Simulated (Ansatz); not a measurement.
# GeH2S, SMILES [SH][GeH]: a test of scalar relativity

With the Python package of Ansatz (0.2.0).

The cells in order, each with its output:

**Cell 1**
```python
import ansatz as az
import numpy as np
```

**Cell 2**
```python
geometry_ang = [
    ("S", (-0.5434, -1.1505, 0.5933)),
    ("Ge", (-0.5614, 0.5903, -0.8496)),
    ("H", (0.774, -1.2484, 0.5086)),
    ("H", (0.3863, 1.7484, -0.2725)),
]
molecule = az.Crystal.molecule()
for symbol, xyz in geometry_ang:
    molecule = molecule.atom(symbol, xyz)
```

**Cell 3**
```python
setup = molecule.calculation().functional("pbe0").forces()
sets = {"none": "cc-pVTZ", "scalar": "cc-pVTZ-DK"}
found = {kind: setup.basis(gaussian=basis).pseudopotentials(relativity=kind).run(threads=1).report for kind, basis in sets.items()}
for kind, each in found.items():
    dipole = 4.803205 * np.linalg.norm(each["charge_distribution"]["dipole_moment_e_ang"])
    print(f"{kind:7s} E = {each['free_energy_ev']:.4f} eV  dipole {dipole:.3f} D  largest force component {np.abs(each['forces_ev_ang']).max():.4f} eV/A")
print(f"relativity lowers the total energy by {found['none']['free_energy_ev'] - found['scalar']['free_energy_ev']:.3f} eV")
```
Output:
```text
none    E = -67376.1900 eV  dipole 1.170 D  largest force component 0.9294 eV/A
scalar  E = -67998.4311 eV  dipole 1.154 D  largest force component 0.9136 eV/A
relativity lowers the total energy by 622.241 eV
```

The total moves by -622.2 eV, nearly all in the cores, and the dipole from 1.17 to 1.15 D.

Caveats:
- Total energies depend on the basis set; only differences at equal settings carry meaning.
- The geometry is a force-field or estimated start, not a minimum of this method. The basis set changes with the Hamiltonian (a set recontracted for scalar relativity), and most of the change in the total lies in the cores.
- It ran for 5.8 s on 1 thread of Arm Neoverse V2, on a shared host, peak memory 0.26 GiB.
